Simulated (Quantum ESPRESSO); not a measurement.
Runs of Quantum ESPRESSO 7.5 on GdO. It takes space group F-43m (No. 216, cubic). Conventional cell: a = 5.400 Å, b = 5.400 Å, c = 5.400 Å, α = 90.00°, β = 90.00°, γ = 90.00°. Gd (site symmetry -43m) is surrounded by 4 O at 2.34 Å. Around O (site symmetry -43m) lie 4 Gd at 2.34 Å. 

```csv
task,level,potentials or basis,cell,k mesh,cutoff (eV),smearing,form of the LDA correlation,k mesh for the Wannier functions,gap on the mesh (eV),pressure (GPa),moment (μB),V0 of scaled cells (Å³/atom),B0 (GPa)
phonons,LDA,JTH 2.0 LDA,relaxed,6 × 6 × 6,707,cold 0.2 eV,PW92,-,none,0.0,6.94,-,-
Wannier functions,PBE,JTH 2.0 PBE,as given,7 × 7 × 7,707,fermi-dirac 0.05 eV,-,4 × 4 × 4,none,0.6,7.58,-,-
phonons,PBE,JTH 2.0 PBE,relaxed,6 × 6 × 6,707,cold 0.272 eV,-,-,none,0.0,(b),-,-
equation of state,PBEsol,SSSP 1.3 efficiency PBE,as given,9 × 9 × 9,748,fermi-dirac 0.05 eV,-,-,-,-,-,18.86,104
single point,PBE,SSSP 1.3 efficiency PBE,as given,9 × 9 × 9,748,fermi-dirac 0.05 eV,-,-,none,-0.3,7.58,-,-
equation of state,PBE,SSSP 1.3 efficiency PBE,as given,9 × 9 × 9,748,fermi-dirac 0.05 eV,-,-,-,-,-,19.64,96
band structure,PBEsol,SSSP 1.3 efficiency PBE,as given,9 × 9 × 9,748,fermi-dirac 0.05 eV,-,-,none,-4.2,7.55,-,-
single point,PBEsol,SSSP 1.3 efficiency PBE,as given,9 × 9 × 9,748,fermi-dirac 0.05 eV,-,-,none,(a),7.55,-,-
```

Alike in all rows: spin collinear, ferromagnetic start.

Problem. Estimate the missing entries.

Solution. (a) -4.1; (b) 7.56.

Caveats: spin-orbit coupling is left out, which moves the levels of the heavy elements; without U or exact exchange the open f shell lies at the Fermi level, which spoils levels, moments and volumes; a cell with one magnetic atom can't hold antiferromagnetic order, which such compounds often take (some runs); the potentials were made for another functional, which shifts forces and pressure (some runs); the mesh is thin for the phonons of a metal (some runs); the Wannier minimisation didn't converge (some runs).

A k mesh can miss the band edges, and the runs leave out spin-orbit coupling on Gd.

A gap of «none» marks a metal or a gap under the smearing width.

Not every run made on this cell is shown here.
